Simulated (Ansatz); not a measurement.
**CH₃GeN: vertical ionisation energy**

How much energy removes an electron from CH₃GeN at fixed geometry? The cation is run at each level and the neutral's energy taken from earlier runs.

Method: unrestricted cation, the program's frozen cores in correlated methods; program: Ansatz 0.2.0, Gaussian basis.

The runs, in order: UKS PBE-D4/def2-TZVPP; UKS r2SCAN-D4/def2-TZVPP; UKS PBE0-D4/def2-TZVPP; UKS B3LYP-D4/def2-TZVPP; UKS wB97X-V/def2-TZVPP; UKS wB97M-V/def2-TZVPP; UKS B2PLYP/def2-TZVPP; UHF-CCSD(T)/def2-TZVPP; UHF-MP2/def2-QZVPP; extrapolation to the limit; then −ε(HOMO) from the neutral's earlier runs with LDA (SPW92), PBE-D4, revPBE-D4, BLYP-D4, r2SCAN-D4, B97M-V, PBE0-D4, B3LYP-D4, r2SCANh-D4, r2SCAN0-D4, HSE06-D4, BHLYP-D4, CAM-B3LYP-D4, LC-ωPBE, ωB97X-V, ωB97M-V.

## (1) Structure used throughout

An earlier PBE0-D4 in a triple-zeta def2 set relaxation fixed the geometry.

6 atoms, charge 0, spin multiplicity 1.

Atoms are counted from 1 here; the program's logs count them from 0.

Bond lengths: N1–C2 1.151 Å, C2–Ge3 1.924 Å, Ge3–H4 1.528 Å, Ge3–H5 1.528 Å, Ge3–H6 1.528 Å. Angles: N1–C2–Ge3 180.0°, C2–Ge3–H4 106.9°, C2–Ge3–H5 106.9°, C2–Ge3–H6 106.9°, H4–Ge3–H5 111.9°, H4–Ge3–H6 111.9°, H5–Ge3–H6 111.9°.

## (2) Cation, UKS PBE-D4/def2-TZVPP

The input, in.yaml:

```yaml
crystal:
  periodic: [false, false, false]
  atoms:
    - {symbol: N, position_ang: [0.584941, -2.257350, 0.822337]}
    - {symbol: C, position_ang: [0.314704, -1.207572, 0.434557]}
    - {symbol: Ge, position_ang: [-0.136426, 0.546826, -0.213650]}
    - {symbol: H, position_ang: [-1.455940, 0.413656, -0.972715]}
    - {symbol: H, position_ang: [1.005679, 0.989218, -1.127386]}
    - {symbol: H, position_ang: [-0.270958, 1.451123, 1.010758]}
basis:
  gaussian: {orbitals: def2-TZVPP}
total_charge: 1
magnetization: {spin_polarized: true, initial_magnetization: 1}
hamiltonian: {xc: pbe, dispersion: d4}
```

On the command line:

```sh
ansatz run in.yaml --threads 4 --pin off --events-out ev --progress --plain --max-ram 10444MiB
```

Further steps of the session: Cation, UKS r2SCAN-D4/def2-TZVPP; Cation, UKS PBE0-D4/def2-TZVPP; Cation, UKS B3LYP-D4/def2-TZVPP; Cation, UKS wB97X-V/def2-TZVPP; Cation, UKS wB97M-V/def2-TZVPP; Cation, UKS B2PLYP (frozen core)/def2-TZVPP; Cation, UHF-CCSD(T)/def2-TZVPP; Cation, UHF-MP2/def2-QZVPP.

Before running them: what should the planned runs give, taken together? Wanted: ionisation energy, CCSD(T)/CBS; nearest functional by difference; nearest −ε(HOMO); −ε(HOMO) of PBE; T1 of the cation.

As calculated:

| quantity | value |
| --- | --- |
| ionisation energy, CCSD(T)/CBS | 12.61 eV |
| nearest functional by difference | B2PLYP (-0.25 eV) |
| nearest −ε(HOMO) | LC-ωPBE (-0.02 eV) |
| −ε(HOMO) of PBE | 8.38 eV |
| T1 of the cation | 0.042 |

In words: Energy differences with functionals land within 0.87 eV of the reference. −ε(HOMO) of PBE misses by 4.2 eV, since self-interaction lifts the level. Among orbital estimates LC-ωPBE comes nearest. Hartree-Fock falls 1.58 eV short, as the neutral has more correlation energy than the cation. The cation's T1 (from the report) is 0.042, near the customary mark of 0.045 for open shells, so the coupled-cluster value is less safe. The cation may have settled in a state other than its lowest; no search over hole states beyond the program's own was made. Correlated methods include outer-core shells of Ge, which these sets cover unevenly. With outer-core shells in play the reference is unsure by up to some tenths of an eV, so close misses can't be ranked.
